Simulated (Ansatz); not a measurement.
Geometry optimisation, DFT PBE-D3(BJ), scalar-relativistic, plane waves, PAW in Ansatz 0.2.0.

Input:

```yaml
crystal:
  lattice:
    - [5.6991, 0.0, 0.0]
    - [-2.84955, 4.935565, 0.0]
    - [0.0, 0.0, 18.995525]
  atoms:
    - { symbol: W, position: [0.0, 0.0, 0.05264398] }
    - { symbol: C, position: [0.33333334, 0.16666668, 0.12629843] }
    - { symbol: W, position: [0.0, 0.0, 0.19995288] }
    - { symbol: C, position: [0.33333334, 0.16666668, 0.27360734] }
    - { symbol: W, position: [0.0, 0.0, 0.34726179] }
    - { symbol: C, position: [0.33333334, 0.16666668, 0.42091624] }
    - { symbol: W, position: [2.0e-08, 0.50000004, 0.05264398] }
    - { symbol: C, position: [0.33333336, 0.66666672, 0.12629843] }
    - { symbol: W, position: [2.0e-08, 0.50000004, 0.19995288] }
    - { symbol: C, position: [0.33333336, 0.66666672, 0.27360734] }
    - { symbol: W, position: [2.0e-08, 0.50000004, 0.34726179] }
    - { symbol: C, position: [0.33333336, 0.66666672, 0.42091624] }
    - { symbol: W, position: [0.5, 0.0, 0.05264398] }
    - { symbol: C, position: [0.83333334, 0.16666668, 0.12629843] }
    - { symbol: W, position: [0.5, 0.0, 0.19995288] }
    - { symbol: C, position: [0.83333334, 0.16666668, 0.27360734] }
    - { symbol: W, position: [0.5, 0.0, 0.34726179] }
    - { symbol: C, position: [0.83333334, 0.16666668, 0.42091624] }
    - { symbol: W, position: [0.50000002, 0.50000004, 0.05264398] }
    - { symbol: C, position: [0.83333336, 0.66666672, 0.12629843] }
    - { symbol: W, position: [0.50000002, 0.50000004, 0.19995288] }
    - { symbol: C, position: [0.83333336, 0.66666672, 0.27360734] }
    - { symbol: W, position: [0.50000002, 0.50000004, 0.34726179] }
    - { symbol: C, position: [0.83333336, 0.66666672, 0.42091624] }
    - { symbol: "N", position: [0.33333337, 0.91666674, 0.46461074] }
    - { symbol: H, position: [0.50000002, 0.50000004, 0.45039687] }
basis:
  ecutwfc: 420.0
kpoints:
  mp_grid: { grid: [3, 3, 1] }
hamiltonian:
  xc: pbe
  dispersion: d3bj
  pseudopotentials: { kind: paw, azcp: { folder: soft_1 } }
scf:
  occupations: { method: gaussian, width: 0.1 }
  lower_state_search: "off"
relax:
  f_tol: 0.03
  max_steps: 60
  adjacent_minimum: "off"
  constraints: [{ sites: [0, 1, 6, 7, 12, 13, 18, 19] }]
```

Run as:

```bash
$ ansatz run input.yaml --threads 4 --pin off --max-ram 10240MiB --backend cpu --events-out ev --progress --plain --runs-dir out
```

Where does it end, and by what steps?

It converged. Limits of this set-up: coarse k mesh, thin slab, slab without dipole correction, a typed lattice constant that wasn't relaxed here. After 15 steps the energy has fallen by 6.004 eV; H26 moved furthest, 1.78 Å. Parted: W23–H26 (1.96 → 2.90 Å). Joined: C18–N25 (2.60 → 1.51 Å), C24–H26 (1.74 → 1.09 Å).

```tsv
step	energy less start (eV)	largest force component (eV/Å)	accepted
0	0.0000	4.472	yes
1	-2.6313	3.215	yes
2	-3.8585	1.222	yes
3	-4.1624	1.036	yes
4	-4.5350	1.601	yes
5	-4.8520	1.356	yes
6	-5.1011	0.620	yes
7	-5.2925	0.760	yes
8	-5.4526	0.923	yes
9	-5.6303	0.658	yes
10	-5.8345	0.714	yes
11	-5.9424	0.920	yes
12	-5.9535	0.510	yes
13	-6.0032	0.145	yes
14	-6.0038	0.041	yes
15	-6.0039	0.010	yes
```

```xyz
26
Lattice="5.6991 0.0000 0.0000 -2.8495 4.9356 0.0000 0.0000 0.0000 18.9955" Properties=species:S:1:pos:R:3
W 0.000 0.000 1.000
C 1.425 0.823 2.399
W 0.000 -0.005 3.867
C 1.404 0.835 5.210
W 0.000 -0.003 6.836
C 1.614 0.713 8.040
W -1.425 2.468 1.000
C 0.000 3.290 2.399
W -1.429 2.470 3.867
C 0.000 3.266 5.210
W -1.427 2.469 6.836
C 0.000 3.509 8.040
W 2.850 0.000 1.000
C 4.274 0.823 2.399
W 2.850 0.000 3.800
C 4.295 0.835 5.210
W 2.850 0.000 6.517
C 4.085 0.713 8.040
W 1.425 2.468 1.000
C 2.850 3.290 2.399
W 1.429 2.470 3.867
C 2.850 3.290 5.342
W 1.427 2.469 6.836
C 2.850 3.290 8.134
N 0.000 4.936 8.538
H 2.850 3.290 9.223
```

Whether the end is a true minimum wasn't checked by a vibrational analysis.

The run took 2.5 min on 4 threads of Arm Neoverse V1, with other jobs on the host, peak memory 1.5 GiB.
